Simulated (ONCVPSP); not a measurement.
# P: generating and testing an ONCV potential

Task: generate the file, and judge it by its errors in other configurations, its logarithmic derivatives, its ghosts and its cutoff.

Method: ONCVPSP 4.0.1, LDA (Perdew-Zunger), scalar-relativistic.

### 1 The design

The settings as typed:

```json
{"element": "phosphorus (P, Z = 15)", "type": "optimised norm-conserving Vanderbilt (ONCV)", "frozen core": "[Ne]", "valence charge": "5", "reference configuration": "3s2 3p2.5 (charge +0.5)", "partial waves": "3s: rc 1.40 bohr, ncon 4, nbas 9, qcut 4.9 1/bohr, 2 projectors, debl 2.8 Ha; 3p: rc 1.20 bohr, ncon 4, nbas 9, qcut 6.8 1/bohr, 2 projectors, debl 1.2 Ha", "local potential": "polynomial inside 1.05 bohr (lpopt 5, dvloc0 0 Ha)", "core correction": "not asked for"}
```

### 2 Generating the potential

File P.dat:

```
# ATOM AND REFERENCE CONFIGURATION
# atsym  z   nc   nv     iexc    psfile
  P 15.00    3    2        3      upf
#
#   n    l    f
    1    0    2.00
    2    0    2.00
    2    1    6.00
    3    0    2.00
    3    1    2.50
#
# PSEUDOPOTENTIAL AND OPTIMIZATION
# lmax
    1
#
#   l,   rc,      ep,       ncon, nbas, qcut
    0    1.40    0.00    4    9    4.90
    1    1.20    0.00    4    9    6.80
#
# LOCAL POTENTIAL
# lloc, lpopt,  rc(5),   dvloc0
    4    5    1.05    0.00
#
# VANDERBILT-KLEINMAN-BYLANDER PROJECTORs
# l, nproj, debl
    0    2    2.80
    1    2    1.20
#
# MODEL CORE CHARGE
# icmod, fcfact, rcfact
    0    0.00    0.00
#
# LOG DERIVATIVE ANALYSIS
# epsh1, epsh2, depsh
   -2.00    5.00    0.02
#
# OUTPUT GRID
# rlmax, drl
    6.00    0.01
#
# TEST CONFIGURATIONS
# ncnf
    4
# nvcnf
#   n    l    f
    2
    3    0    2.00
    3    1    3.00
#
    2
    3    0    2.00
    3    1    2.00
#
    2
    3    0    2.00
    3    1    1.00
#
    2
    3    0    1.00
    3    1    0.00
#
```

The run is started by

```console
oncvpsp.x < P.dat > P.out
```

Before running it: what results should come out? Wanted: cutoffs for 1 and 0.1 mHa per electron, occupied waves; bound ghosts; GHOST(+) flags; largest test error; largest phase difference near zero energy, channels read.

As calculated:

| quantity | value |
| --- | --- |
| cutoffs for 1 and 0.1 mHa per electron, occupied waves | 53 Ha and 182 Ha |
| bound ghosts | p at -95.83 eV |
| GHOST(+) flags | s at 119 eV |
| largest test error (AE − PS) | +430 meV, for 3s1 3p0 |
| largest phase difference near zero energy, channels read | 0.001 rad |

In words: It has a bound ghost (p), a state that the atom doesn't have, and that rules the file out. The worst unpolarised test, 3s1 3p0, is off by 430 meV on 107.3 eV; by total energies transferability rates as poor. That test lies far up in energy; among those under 40 eV, nearer to bonding, the largest error is 18 meV. It counts as hard, with 53 Ha needed at the looser tolerance. The tighter tolerance needs 182 Ha, and converged work needs a cutoff nearer that. At the looser tolerance the 3p wave is the slowest; 3s needs 10 Ha. Near zero energy the phases of the channels with partial waves agree within 0.001 rad. The program also flags highly localised states, GHOST(+) (s).
